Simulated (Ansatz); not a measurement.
I need a short molecular-dynamics run of CH₄OSSi, SMILES O=CS[SiH3]. Use Ansatz 0.2.0, Python API. Use (for the species named): PBE, def2-SVP basis, multiplicity 1.

The script reads `ch4ossi.xyz`:
```text
8

O     1.55180   -0.90150    0.88990
C     1.70260    0.17890    0.26190
S     0.43240    1.07660   -0.59940
Si   -1.22040   -0.07440   -0.24650
H     2.71620    0.61740    0.19010
H    -1.59380   -0.12360    1.20850
H    -1.10760   -1.43640   -0.82670
H    -2.38910    0.60580   -0.93360
```

Script `ch4ossi_md.py`:
```python
# -*- coding: utf-8 -*-
"""A short Born-Oppenheimer trajectory of CH4OSSi."""

import ansatz as az
import numpy as np

system = az.Crystal.molecule_from_extxyz("ch4ossi.xyz")

job = (
    system.calculation()
    .basis(gaussian="def2-SVP")
    .functional("pbe")
)
symbols = [site.symbol for site in system.cartesian_sites]
start = np.array([site.position_ang for site in system.cartesian_sites], dtype=float)
rep = job.relax(force_tolerance=0.02, max_steps=100).run().report
end = np.array(rep["positions_ang"])
minimum = az.Crystal.molecule()
for symbol, place in zip(symbols, end):
    minimum = minimum.atom(symbol, place.tolist())

# dynamics from the relaxed geometry
job = (
    minimum.calculation()
    .basis(gaussian="def2-SVP")
    .functional("pbe")
    .md("nvt_langevin", timestep=1.0, steps=20, temperature=800, initial_velocities="maxwell_boltzmann", seed=25, friction=0.01)
)
frames = []
outcome = job.session().plan().execute(on_event=lambda e: frames.append(e["data"]) if e["event"] == "md_step" else None)
print("t (fs)   E_pot (eV)      E_kin (eV)   T (K)   d(0-1) (A)")
for f in frames[::2]:
    xyz = np.array(f["positions_ang"])
    print(f"{f['time_fs']:6.2f} {f['lagrangian_ev']:14.5f} {f['e_kin_ev']:10.5f} {f['temperature_k']:8.1f} {np.linalg.norm(xyz[0] - xyz[1]):9.4f}")
print("mean temperature", round(float(np.mean([f["temperature_k"] for f in frames])), 1), "K")
```

`python ch4ossi_md.py` gives:
```text
t (fs)   E_pot (eV)      E_kin (eV)   T (K)   d(0-1) (A)
  0.00   -21841.94097    0.72386    700.0    1.2129
  2.00   -21841.86373    0.69124    668.5    1.1907
  4.00   -21841.69556    0.54210    524.2    1.1760
  6.00   -21841.55854    0.44620    431.5    1.1760
  8.00   -21841.50629    0.37163    359.4    1.1904
 10.00   -21841.52942    0.43404    419.7    1.2137
 12.00   -21841.50706    0.43655    422.2    1.2354
 14.00   -21841.46672    0.36496    352.9    1.2434
 16.00   -21841.56274    0.47397    458.3    1.2421
 18.00   -21841.67128    0.62564    605.0    1.2249
 20.00   -21841.62396    0.59777    578.1    1.2001
mean temperature 492.9 K
```

Reading the output:
- Total energies depend on the basis set; only differences at equal settings carry meaning.
- The trajectory is only some femtoseconds long, so its temperature is not equilibrated; where the script doesn't relax first, it starts from a rough generated geometry.
- The printed temperature counts all 3N degrees of freedom under Langevin dynamics, so the first row lies under the target.
- With hydrogen a step over 0.5 fs is long.
- It ran for 120 s on 1 thread of Arm Neoverse N1, with other jobs on the host, peak memory 0.22 GiB.

(A comment or docstring line of the script was reworded after the run, the code is as it ran; lines on the test bed's own set-up are left out of the output.)
